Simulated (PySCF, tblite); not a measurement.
# C5H12FNSi2: geometry, infrared bands and NMR shifts

Aim: predict the infrared bands and NMR shifts of C5H12FNSi2 (`CN[SiH2]C#C[C@H](F)[SiH2]C`).

The runs use tblite 0.8.0 and PySCF 2.14.0, with density-fitted response routines of our own; the level of theory stands in each step. All values are computed, except where a source is named. Atoms are numbered from 0 throughout.

### Step 1. The starting structure

21 atoms, charge 0, multiplicity 1; geometry from: force field or distance geometry start.

Bonds of the start (Å): C0–N1 1.44, N1–Si2 1.80, Si2–C3 1.81, C3–C4 1.21, C4–C5 1.47, C5–F6 1.38, C5–Si7 1.89, Si7–C8 1.88, C0–H9 1.10, C0–H10 1.11, C0–H11 1.11, N1–H12 1.03, Si2–H13 1.45, Si2–H14 1.50, C5–H15 1.08, Si7–H16 1.45, Si7–H17 1.47, C8–H18 1.10, C8–H19 1.09, C8–H20 1.11.

### Step 2. Relaxing the molecule with GFN2-xTB

Job settings and geometry (Å):

```
{"job": {"kind": "relax", "xc": "GFN2-xTB", "basis": "xTB"}, "charge": 0, "multiplicity": 1}
C     -3.537000    -0.720300    -0.545900
N     -3.604200    -0.032100     0.721700
Si    -2.249100     1.158300     0.747100
C     -0.734900     0.241800     0.383500
C      0.282000    -0.377500     0.155400
C      1.519400    -1.111400    -0.168600
F      1.914300    -1.743700     0.990700
Si     2.773400     0.213000    -0.647700
C      3.944900     0.331600     0.817100
H     -2.831200    -0.267100    -1.256900
H     -4.528000    -0.774400    -1.052000
H     -3.207200    -1.759600    -0.357000
H     -4.507800     0.434100     0.879000
H     -2.075300     1.822200     2.019700
H     -2.579900     2.113400    -0.356800
H      1.379300    -1.824800    -0.969900
H      2.047200     1.454600    -0.861300
H      3.492400    -0.177000    -1.869700
H      4.471300     1.293400     0.764400
H      4.673200    -0.476200     0.797400
H      3.348100     0.218500     1.750600
```

Run with:

```console
> OMP_NUM_THREADS=1 python probes_run.py task.json out
```

The driver reads the jobs from task.json and runs them one after another.

**Question.** This job is followed by: GFN2-xTB harmonic vibrations, gas phase; GIAO PBE0/pcSseg-1 NMR shielding, non-relativistic, gas phase. Predict these results of the whole session: strongest single infrared mode (GFN2-xTB); zero-point energy (GFN2-xTB); 13C shifts against TMS (PBE0/pcSseg-1); 1H shifts against TMS (PBE0/pcSseg-1, means over atoms taken as alike); 15N shifts against NH3 (PBE0/pcSseg-1); 29Si shifts against TMS (PBE0/pcSseg-1); 19F shifts against CFCl3 (PBE0/pcSseg-1); surface potential, 1st and 99th percentile.

As calculated:

| quantity | value |
| --- | --- |
| strongest single infrared mode (GFN2-xTB) | 2242 cm⁻¹, 441 km/mol |
| zero-point energy (GFN2-xTB) | 94.7 kcal/mol |
| 13C shifts against TMS (PBE0/pcSseg-1) | 109.4, 104.1, 79.8, 33.2, -11.0 ppm |
| 1H shifts against TMS (PBE0/pcSseg-1, means over atoms taken as alike) | 5.58, 4.86, 4.72, 4.36, 4.13, 2.87, 0.44, 0.21 ppm |
| 15N shifts against NH3 (PBE0/pcSseg-1) | 21.7 ppm |
| 29Si shifts against TMS (PBE0/pcSseg-1) | -39.0, -62.9 ppm |
| 19F shifts against CFCl3 (PBE0/pcSseg-1) | -250.0 ppm |
| surface potential, 1st and 99th percentile | -1.10 V and 1.29 V |

What this shows: Over 210 steps the energy fell by 0.712 eV; of the close pairs, N1–Si2 changed most, 1.804 to 1.721 Å. No mode is imaginary among the 57: a minimum at this level. The strongest single mode, at 2242 cm⁻¹, moves mainly H16. Unscaled tight-binding wavenumbers are off by several per cent, some by more. Its intensities can rank the bands wrongly. The most deshielded hydrogen is H15 (hydrogen on a propargylic sp3 CH bonded to F and Si), at 5.58 ppm: its carbon carries F, an electronegative neighbour. At PBE0/pcSseg-1: The largest span, 292 ppm, is at C4, where the paramagnetic term is -196 ppm. By nearest atom (PBE0/pcSseg-1), the HOMO sits on N1 59 %; H11 9 % and the LUMO on C3, C4 about 24 % each; C5 8 %.
